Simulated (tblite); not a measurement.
# C5H7ClO3Si: the cost of one run

Programs: tblite 0.8.0 and PySCF 2.14.0, with density-fitted response routines of our own. Each step states its level of theory. These are calculated values for one molecule in the gas phase, unless marked as measured. Atoms are numbered from 0 throughout.

## 1. The molecule as given

17 atoms, charge 0, multiplicity 1; geometry from: force field or distance geometry start.

Bonds of the start (Å): C0–C1 1.34, C1–C2 1.50, C1–C3 1.49, C3–O4 1.38, O4–Si5 1.72, Si5–Cl6 2.07, Si5–O7 1.74, O7–C8 1.40, C8–O9 1.28, C8–C3 1.44, C0–H10 1.10, C0–H11 1.11, C2–H12 1.10, C2–H13 1.11, C2–H14 1.11, C3–H15 1.11, Si5–H16 1.47.

## 2. Relaxing the molecule with GFN2-xTB

The job: settings as JSON, then the geometry in Å.

```
{"job": {"kind": "relax", "xc": "GFN2-xTB", "basis": "xTB"}, "charge": 0, "multiplicity": 1}
C     -1.577800     1.083800     0.158400
C     -0.996700    -0.106600    -0.014100
C     -1.668800    -1.317400     0.567300
C      0.299500    -0.251300    -0.728900
O      1.196000    -0.967600     0.040000
Si     2.423200     0.137200     0.516100
Cl     2.498000     0.468600     2.562900
O      1.859200     1.509200    -0.390900
C      0.879400     0.973400    -1.228600
O      0.505600     1.513800    -2.329700
H     -1.123100     1.998300    -0.242800
H     -2.545900     1.167800     0.694100
H     -1.127900    -1.695200     1.453600
H     -2.740500    -1.127600     0.792800
H     -1.640800    -2.086200    -0.238500
H      0.066300    -0.899800    -1.605400
H      3.687500    -0.388400    -0.016200
```

Started as:

```console
> OMP_NUM_THREADS=1 python probes_run.py task.json out
```

The driver reads the jobs from task.json and runs them one after another.

Q: Estimate the wall time and peak memory of this first job on 1 thread of Arm Neoverse V1, shared host.

About 1.6 s, with a peak of 0.18 GiB.
